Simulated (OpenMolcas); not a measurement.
**V²⁺ in NaF: CASSCF and CASPT2 levels and susceptibility**

Aim: the ligand-field states of V²⁺ in this surrounding, its lowest levels with spin-orbit coupling and its magnetic susceptibility.

Method: state-averaged CASSCF and CASPT2, spin-orbit coupling by RASSI with atomic mean-field integrals. Code: OpenMolcas 26.06.

**1. Starting point**

```
Species                           : V²⁺ (vanadium, Z = 23, 21 electrons)
Basis                             : ANO-RCC-VDZP [5s4p2d1f], 142 functions with the ligands
Scalar Hamiltonian                : DKH2, point nucleus
Inactive shells                   : 1s 2s 2p 3s 3p of the metal, and all ligand shells
Active space                      : 3 electrons in 5 orbitals (3d)
Some configurations of this space : 3d³
Orbitals                          : optimised for each spin and parity, averaged over all roots
```

Outer shells as boxes (Hund's rule):

3d3
```
3d [↑ ][↑ ][↑ ][  ][  ]
```

V²⁺ is taken with its 6 nearest fluoride ions at 2.176 Å, on the cation site of NaF (a = 4.634 Å). The rest of the host is ab initio model potentials to 7.6 Å, with orthogonalisation functions on the cations behind the ligands, and point charges beyond; the distance is set by hand, nothing relaxes, and no local charge compensation is placed. Ligand basis ANO-RCC-VDZP.

```xyz
19

V     0.0000    0.0000    0.0000
F     2.1760    0.0000    0.0000
F     0.0000    2.1760    0.0000
F    -2.1760    0.0000    0.0000
F     0.0000   -2.1760    0.0000
F     0.0000    0.0000    2.1760
F     0.0000    0.0000   -2.1760
Na    0.0000    2.3170   -2.3170
Na    0.0000   -2.3170    2.3170
Na    0.0000    2.3170    2.3170
Na    0.0000   -2.3170   -2.3170
Na    2.3170   -2.3170    0.0000
Na   -2.3170    2.3170    0.0000
Na    2.3170    0.0000   -2.3170
Na   -2.3170    0.0000    2.3170
Na    2.3170    0.0000    2.3170
Na   -2.3170    0.0000   -2.3170
Na    2.3170    2.3170    0.0000
Na   -2.3170   -2.3170    0.0000
```

The work runs as a chain of OpenMolcas steps in one folder; each step below is one input file. Labels, J, g values, rates, χT and fits are worked out afterwards by a script from the matrices that RASSI stores.

**2. Basis and integrals**

Contents of a.inp:

```
&GATEWAY
Basis set
V.ANO-RCC-VDZP.
V1 0.0 0.0 0.0 Angstrom
End of basis
Basis set
F.ANO-RCC-VDZP.
L1 2.176000 0.000000 0.000000 Angstrom
L2 0.000000 2.176000 0.000000 Angstrom
L3 0.000000 0.000000 2.176000 Angstrom
End of basis
Basis set
Na.EMB-AIMP.Seijo.6s3p.1s1p.ECP.NaF.
PseudoCharge
* 3 symmetry-unique lattice sites within 7.6 angstrom
End of basis
Basis set
Na.EMB-AIMP.Seijo.0s.0s.ECP.NaF.
PseudoCharge
* 36 symmetry-unique lattice sites within 7.6 angstrom
End of basis
Basis set
F.EMB-AIMP.Seijo.0s.0s.ECP.NaF.
PseudoCharge
* 31 symmetry-unique lattice sites within 7.6 angstrom
End of basis
Symmetry
XYZ
AngMom=0.0 0.0 0.0
AMFI
RICD
XField
1025 Angstrom 0
* Evjen-weighted lattice charges
&SEWARD
```

The run is started by

```
$ OMP_NUM_THREADS=1 MOLCAS_MEM=2457 MOLCAS_PROJECT=a pymolcas a.inp > a.log
```

**3. CASSCF: quartets, 10 roots**

Contents of a.inp:

```
&RASSCF
FileOrb=start.orb
Symmetry=1
Spin=4
nActEl=3 0 0
Inactive=18 21
Ras2=5 0
CIRoot=10 10 1
SDav=10
CIMx=300
Iter=150 100
PrWF=0.3
OrbListing=Nothing
MaxOrb=0
LevShft=1.0
>>> COPY $Project.JobIph JOB001
```

start.orb holds start orbitals that the driver prepared beforehand, or those of the step before.

**4. Reference wave functions, doublets, 40 roots**

Contents of a.inp:

```
&RASSCF
FileOrb=start.orb
Symmetry=1
Spin=2
nActEl=3 0 0
Inactive=18 21
Ras2=5 0
CIRoot=40 40 1
SDav=40
CIMx=300
Iter=150 100
PrWF=0.3
OrbListing=Nothing
MaxOrb=0
LevShft=1.0
>>> COPY $Project.JobIph JOB002
```

**5. RASSI: spin-orbit coupling between the states**

Contents of a.inp:

```
&RASSI
NrOfJobIphs=2 10 40
1 2 3 4 5 6 7 8 9 10
1 2 3 4 5 6 7 8 9 10 11 12 13 14 15 16 17 18 19 20 21 22 23 24 25 26 27
28 29 30 31 32 33 34 35 36 37 38 39 40
IphNames
JOB001
JOB002
EJob
SpinOrbit
DIPRint=1.0
SOCoupling=1000.0
Subsets=2
Property=9
'ANGMOM' 1 'ANGMOM' 2 'ANGMOM' 3 'MLTPL  1' 1 'MLTPL  1' 2 'MLTPL  1' 3
'AMFI' 1 'AMFI' 2 'AMFI' 3
SOProperty=3
'ANGMOM' 1 'ANGMOM' 2 'ANGMOM' 3
```

**6. CASPT2: IPEA 0.25, imaginary shift 0.1 (closed shells correlated: 3s 3p of the metal, with ligand shells; the Frozen line counts the rest)**

Contents of a.inp:

```
>>> COPY JOB001 $Project.JobIph
&CASPT2
Multistate=10 1 2 3 4 5 6 7 8 9 10
NoMult
Frozen=5 6
IPEA=0.25
Imaginary=0.1
MaxIter=60
WThr=0.0 0.3 0.05
PrWF=0.5
NoMix
>>> COPY JOB002 $Project.JobIph
&CASPT2
Multistate=40 1 2 3 4 5 6 7 8 9 10 11 12 13 14 15 16 17 18 19 20 21 22
23 24 25 26 27 28 29 30 31 32 33 34 35 36 37 38 39 40
NoMult
Frozen=5 6
IPEA=0.25
Imaginary=0.1
MaxIter=60
WThr=0.0 0.3 0.05
PrWF=0.5
NoMix
```

(Steps that only read results are left out.)

What does the calculation give? Wanted: spin-free ground state; first state of the same spin within the active space; lowest level; next level.

**Answer**, as computed:

| quantity | value |
| --- | --- |
| method | SS-CASPT2, IPEA 0.25, imaginary shift 0.1 (closed shells correlated: 3s 3p of the metal, with ligand shells; the Frozen line counts the rest) |
| spin-free ground state | 4A2, 1-fold in its orbital part |
| first state of the same spin within the active space | 4T2 at 10800 cm⁻¹ |
| lowest level | 4-fold Γ8 |
| next level | 10738.0 cm⁻¹ |
| χT at 300 K | 1.85 cm³ K/mol |
| effective moment at 300 K | 3.85 μB |

Cost by method:

| method | time of its own steps | time with the reference |
| --- | --- | --- |
| A. CASSCF | 20 s | 20 s |
| B. SS-CASPT2, IPEA 0.25, imaginary shift 0.1, +3s 3p | 2.8 min | 3.1 min |

Times are of one thread on a shared host.

**Reading.** The spin-free ground state (4A2) comes to 100 % from free-ion F terms and keeps the highest spin of the shell. χT at 300 K is 1.85, against 1.88 cm³ K/mol for the spin alone; near agreement at one temperature doesn't show that the orbital moment is quenched. CASPT2 does not keep the components of a term degenerate, and the means are used.
